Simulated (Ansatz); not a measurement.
# InSi₃H₉: one species, many methods

An exercise on one series of results from a longer session: the logs are not shown, and one member is left open.

Program: Ansatz 0.2.0, Gaussian basis. Level of theory: functionals in def2-TZVPP, the program's frozen cores in correlated methods. These are calculated values, not measurements.

The runs, in order: LDA (SPW92), PBE-D4, revPBE-D4, BLYP-D4, r2SCAN-D4, B97M-V, PBE0-D4, B3LYP-D4, r2SCANh-D4, r2SCAN0-D4, HSE06-D4, BHLYP-D4, CAM-B3LYP-D4, LC-ωPBE, ωB97X-V, ωB97M-V, B2PLYP, PBE-QIDH; CCSD(T)/def2-SVP; CCSD(T)/def2-TZVPP; MP2/def2-QZVPP; extrapolation to the limit; RPA on PBE.

## The geometry

An earlier PBE0-D4 in a triple-zeta def2 set relaxation fixed the geometry. In takes the def2 core potential; no spin-orbit term is included.

SMILES `[SiH3][In]([SiH3])[SiH3]`, 13 atoms, charge 0, spin multiplicity 1.

Atoms are counted from 1 here; the program's logs count them from 0.

Bond lengths: Si1–In2 2.584 Å, Si1–H5 1.489 Å, Si1–H6 1.492 Å, Si1–H7 1.490 Å, In2–Si3 2.584 Å, In2–Si4 2.584 Å, Si3–H8 1.490 Å, Si3–H9 1.490 Å, Si3–H10 1.492 Å, Si4–H11 1.490 Å, Si4–H12 1.492 Å, Si4–H13 1.489 Å. Angles: In2–Si1–H5 112.6°, In2–Si1–H6 108.6°, In2–Si1–H7 112.5°, H5–Si1–H6 107.5°, H5–Si1–H7 108.0°, H6–Si1–H7 107.4°, Si1–In2–Si3 119.8°, Si1–In2–Si4 120.1°, Si3–In2–Si4 119.9°, In2–Si3–H8 112.6°, In2–Si3–H9 112.5°, In2–Si3–H10 108.6°, H8–Si3–H9 107.9°, H8–Si3–H10 107.5°, H9–Si3–H10 107.5°, In2–Si4–H11 112.5°, In2–Si4–H12 108.6°, In2–Si4–H13 112.6° and more.

Set-up of the first run:

Contents of in.yaml:

```yaml
crystal:
  periodic: [false, false, false]
  atoms:
    - {symbol: Si, position_ang: [-0.594581, 2.325609, -0.947683]}
    - {symbol: In, position_ang: [0.041538, -0.017729, -0.064075]}
    - {symbol: Si, position_ang: [2.122302, -0.302775, 1.441376]}
    - {symbol: Si, position_ang: [-1.486419, -2.044156, -0.549074]}
    - {symbol: H, position_ang: [-1.373611, 2.267906, -2.215853]}
    - {symbol: H, position_ang: [-1.447642, 3.003928, 0.071560]}
    - {symbol: H, position_ang: [0.596541, 3.189463, -1.179452]}
    - {symbol: H, position_ang: [2.715026, -1.665861, 1.345013]}
    - {symbol: H, position_ang: [3.192021, 0.685971, 1.130402]}
    - {symbol: H, position_ang: [1.715892, -0.090715, 2.861426]}
    - {symbol: H, position_ang: [-0.736417, -3.330814, -0.574972]}
    - {symbol: H, position_ang: [-2.506237, -2.142383, 0.535832]}
    - {symbol: H, position_ang: [-2.218115, -1.913143, -1.839800]}
basis:
  gaussian: {orbitals: def2-TZVPP}
hamiltonian: {xc: lda}
output: {orbitals: {seedname: orbitals}}
```

On the command line:

```
ansatz run in.yaml --threads 2 --pin off --events-out ev --progress --plain --max-ram 32768MiB --backend cuda --devices 0, --max-vram 18GiB
```

Steps of the session up to this table: LDA; PBE-D4 (GGA); revPBE-D4 (GGA); BLYP-D4 (GGA); r2SCAN-D4 (meta-GGA); B97M-V (meta-GGA); B3LYP-D4 (hybrid); r2SCANh-D4 (hybrid); r2SCAN0-D4 (hybrid); HSE06-D4 (hybrid); BHLYP-D4 (hybrid); CAM-B3LYP-D4 (range-separated); LC-ωPBE (range-separated); ωB97X-V (range-separated); ωB97M-V (range-separated); B2PLYP (double hybrid); PBE-QIDH (double hybrid).

One of the session's tables, all rows but one given; the rest of the session is left out.

It belongs to the step «Frontier levels by functional». 

```
  functional  HOMO (eV)  LUMO (eV)  gap (eV)
 LDA (SPW92)      -6.21      -3.45      2.76
      PBE-D4      -6.10      -3.23      2.87
   revPBE-D4      -6.05      -3.12      2.93
     BLYP-D4      -5.93      -3.15      2.78
   r2SCAN-D4      -6.31      -3.10      3.21
      B97M-V      -6.43      -3.34      3.08
     PBE0-D4      -7.05      -2.53      4.51
    B3LYP-D4      -6.84      -2.76      4.09
  r2SCANh-D4      -6.65      -2.85      3.81
  r2SCAN0-D4      -7.18      -2.47      4.71
    HSE06-D4      -6.67      -2.90      3.77
    BHLYP-D4      -7.86      -1.82      6.04
CAM-B3LYP-D4      -8.19      -1.64      6.55
     LC-ωPBE      -9.44      -0.56      8.87
     ωB97X-V      -9.13      -0.71      8.42
     ωB97M-V          ?          ?         ?
```

**Question.** Estimate the row for ωB97M-V.

As computed: HOMO (eV): -8.95; LUMO (eV): -0.94; gap (eV): 8.02. In the column «HOMO (eV)» it lies between ωB97X-V (-9.13) and CAM-B3LYP-D4 (-8.19).
